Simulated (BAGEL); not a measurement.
# SiNH4O2 (SMILES N[Si](O)O): ROHF/cc-pVDZ (density fitting with qzvpp-jkfit)

What is the energy change on altering one bond length of SiNH4O2 at ROHF/cc-pVDZ (density fitting with qzvpp-jkfit)? 

The results are computed with BAGEL 1.2.2.

2 further runs of the same task are left out: 2 set aside as unsound or not needed. Runs told in other sessions of the task aren't counted.

## 1. The molecule

SiNH4O2: 8 atoms, total charge 0, spin state doublet. As SMILES, `N[Si](O)O`. The coordinates come from a PBE0-D4/def2-TZVP relaxation. This is one conformer, not always the lowest.

Bond lengths: N1–Si2 1.700 Å, Si2–O3 1.651 Å, Si2–O4 1.651 Å, N1–H5 1.006 Å, N1–H6 1.006 Å, O3–H7 0.958 Å, O4–H8 0.958 Å. Angles: N1–Si2–O3 104.3°, N1–Si2–O4 104.3°, O3–Si2–O4 116.1°, Si2–N1–H5 120.9°, Si2–N1–H6 120.9°, Si2–O3–H7 115.7°, Si2–O4–H8 115.7°, H5–N1–H6 112.9°.

## 2. A single-point energy at ROHF/cc-pVDZ (density fitting with qzvpp-jkfit)

job.json

```json
{ "bagel" : [

{
  "title" : "molecule",
  "basis" : "cc-pvdz.json",
  "df_basis" : "qzvpp-jkfit",
  "angstrom" : true,
  "geometry" : [
    { "atom" : "N", "xyz" : [      -0.498000,       1.267000,       0.129300 ] },
    { "atom" : "Si", "xyz" : [       0.096000,      -0.243600,      -0.376000 ] },
    { "atom" : "O", "xyz" : [       1.641600,      -0.288300,       0.202600 ] },
    { "atom" : "O", "xyz" : [      -0.956500,      -1.334700,       0.277900 ] },
    { "atom" : "H", "xyz" : [       0.071200,       2.094000,       0.065100 ] },
    { "atom" : "H", "xyz" : [      -1.483600,       1.467400,       0.110500 ] },
    { "atom" : "H", "xyz" : [       2.250900,      -0.848000,      -0.280900 ] },
    { "atom" : "H", "xyz" : [      -1.029400,      -2.171000,      -0.184200 ] }
  ]
},

{ "title" : "rohf", "nopen" : 1 },

{ "title" : "print", "file" : "orbitals.molden", "orbitals" : true }

]}
```

The basis set cc-pVDZ is read from a file made from the Basis Set Exchange's data (not shown).

Started as:

```bash
$ BAGEL_NUM_THREADS=1 BAGEL job.json > job.out
```

What it wrote:

```text
* using 1 threads per process

  ===============================================================
  ===============================================================

  *** Geometry ***

  { "atom" : "N", "xyz" : [     -0.941084,      2.394283,      0.244342 ] },
  { "atom" : "Si", "xyz" : [      0.181414,     -0.460337,     -0.710537 ] },
  { "atom" : "O", "xyz" : [      3.102174,     -0.544808,      0.382859 ] },
  { "atom" : "O", "xyz" : [     -1.807523,     -2.522217,      0.525155 ] },
  { "atom" : "H", "xyz" : [      0.134549,      3.957087,      0.123021 ] },
  { "atom" : "H", "xyz" : [     -2.803598,      2.772984,      0.208815 ] },
  { "atom" : "H", "xyz" : [      4.253585,     -1.602488,     -0.530824 ] },
  { "atom" : "H", "xyz" : [     -1.945284,     -4.102595,     -0.348088 ] },

  Number of auxiliary basis functions:      431

  Since a DF basis is specified, we compute 2- and 3-index integrals:
    o Being stored without compression. Storage requirement is 0.022 GB

  Number of basis functions:       80
  Number of electrons      :       41

    * METHOD: MOLECULE                             0.16

  *** Open-shell HF ***

  === Nuclear Repulsion ===
   176.8424052368

      * DIIS with orbital gradients will be used.

  === ROHF iteration (cc-pvdz.json) ===
      0       -495.07030507          0.04759755           0.09
      1       -495.34924206          0.03285797           0.10
      2       -495.45149859          0.01922571           0.10
      3       -495.51369727          0.00142375           0.09
      4       -495.51462559          0.00057923           0.10
      5       -495.51485501          0.00020711           0.09
      6       -495.51490169          0.00006043           0.10
      7       -495.51491912          0.00002255           0.10
      8       -495.51492346          0.00000737           0.10
      9       -495.51492533          0.00000273           0.10
     10       -495.51492579          0.00000153           0.09
     11       -495.51492571          0.00000053           0.08
     12       -495.51492575          0.00000022           0.09
     13       -495.51492577          0.00000008           0.08
     14       -495.51492576          0.00000002           0.08
     15       -495.51492577          0.00000001           0.08
    * SCF iteration converged.

    * S^2 (ROHF) is 0.7500

    * Permanent dipole moment:
           (   -0.065381,     0.230259,     0.979982) a.u.

    * METHOD: ROHF                                 1.59

    * METHOD: PRINT                                0.01

  ===============================================================
```

Run time: 1.9 s. Hardware: 1 thread of Arm Neoverse V2, shared host; peak memory 0.1 GiB.

## 3. The distorted shape

input.json

```json
{ "bagel": [

{
  "title": "molecule",
  "basis": "cc-pvdz.json",
  "df_basis": "qzvpp-jkfit",
  "angstrom": "true",
  "geometry": [
    { "atom": "N", "xyz": [   -0.350194,    1.236947,    0.132119 ] },
    { "atom": "Si", "xyz": [    0.243806,   -0.273653,   -0.373181 ] },
    { "atom": "O", "xyz": [    1.789406,   -0.318353,    0.205419 ] },
    { "atom": "O", "xyz": [   -0.808694,   -1.364753,    0.280719 ] },
    { "atom": "H", "xyz": [    0.219006,    2.063947,    0.067919 ] },
    { "atom": "H", "xyz": [   -1.483600,    1.467400,    0.110500 ] },
    { "atom": "H", "xyz": [    2.398706,   -0.878053,   -0.278081 ] },
    { "atom": "H", "xyz": [   -0.881594,   -2.201053,   -0.181381 ] }
  ]
},
{ "title": "rohf", "nopen": 1 },
{ "title": "print", "file": "orbitals.molden", "orbitals": "true" }

]}
```

The basis set cc-pVDZ is read from a file made from the Basis Set Exchange's data (not shown).

Started as:

```bash
$ BAGEL_NUM_THREADS=1 BAGEL input.json > input.out
```

What it wrote:

```text
* using 1 threads per process

  ===============================================================
  ===============================================================

  *** Geometry ***

  { "atom" : "N", "xyz" : [     -0.661771,      2.337491,      0.249669 ] },
  { "atom" : "Si", "xyz" : [      0.460727,     -0.517129,     -0.705210 ] },
  { "atom" : "O", "xyz" : [      3.381487,     -0.601600,      0.388186 ] },
  { "atom" : "O", "xyz" : [     -1.528210,     -2.579009,      0.530482 ] },
  { "atom" : "H", "xyz" : [      0.413861,      3.900295,      0.128348 ] },
  { "atom" : "H", "xyz" : [     -2.803598,      2.772984,      0.208815 ] },
  { "atom" : "H", "xyz" : [      4.532897,     -1.659280,     -0.525497 ] },
  { "atom" : "H", "xyz" : [     -1.665971,     -4.159387,     -0.342760 ] },

  Number of auxiliary basis functions:      431

  Since a DF basis is specified, we compute 2- and 3-index integrals:
    o Being stored without compression. Storage requirement is 0.022 GB

  Number of basis functions:       80
  Number of electrons      :       41

    * METHOD: MOLECULE                             0.17

  *** Open-shell HF ***

  === Nuclear Repulsion ===
   176.1074217094

      * DIIS with orbital gradients will be used.

  === ROHF iteration (cc-pvdz.json) ===
      0       -495.05171801          0.04723758           0.11
      1       -495.32680781          0.03315131           0.11
      2       -495.43087557          0.01967594           0.11
      3       -495.49659481          0.00141941           0.11
      4       -495.49764001          0.00049503           0.11
      5       -495.49786752          0.00021165           0.11
      6       -495.49791521          0.00006750           0.11
      7       -495.49793197          0.00002748           0.11
      8       -495.49793611          0.00000847           0.10
      9       -495.49793831          0.00000321           0.10
     10       -495.49793885          0.00000178           0.10
     11       -495.49793873          0.00000056           0.09
     12       -495.49793878          0.00000024           0.10
     13       -495.49793879          0.00000010           0.09
     14       -495.49793879          0.00000003           0.09
     15       -495.49793879          0.00000001           0.10
     16       -495.49793879          0.00000000           0.10
    * SCF iteration converged.

    * S^2 (ROHF) is 0.7500

    * Permanent dipole moment:
           (   -0.027151,     0.219440,     0.979585) a.u.

    * METHOD: ROHF                                 1.88

    * METHOD: PRINT                                0.01

  ===============================================================
```

Run time: 2.2 s. Hardware: 1 thread of Arm Neoverse V2, shared host; peak memory 0.099 GiB.

## 4. Summary of results

Level: ROHF/cc-pVDZ (density fitting with qzvpp-jkfit).

| quantity | value |
| --- | --- |
| first shape: total energy | -495.51493 Eh |
| first shape: dipole moment | 2.56 D |
| first shape: ⟨S²⟩ | 0.750 |
| distorted shape: total energy | -495.49794 Eh |
| distorted shape: dipole moment | 2.55 D |
| distorted shape: ⟨S²⟩ | 0.750 |
| energy change with the N1–H6 bond stretched from 1.006 to 1.157 Å | 0.462 eV |

With the N1–H6 bond stretched from 1.006 to 1.157 Å the energy rises by 0.46 eV (10.7 kcal/mol). The first shape isn't relaxed at this level, so the change isn't measured from a minimum.
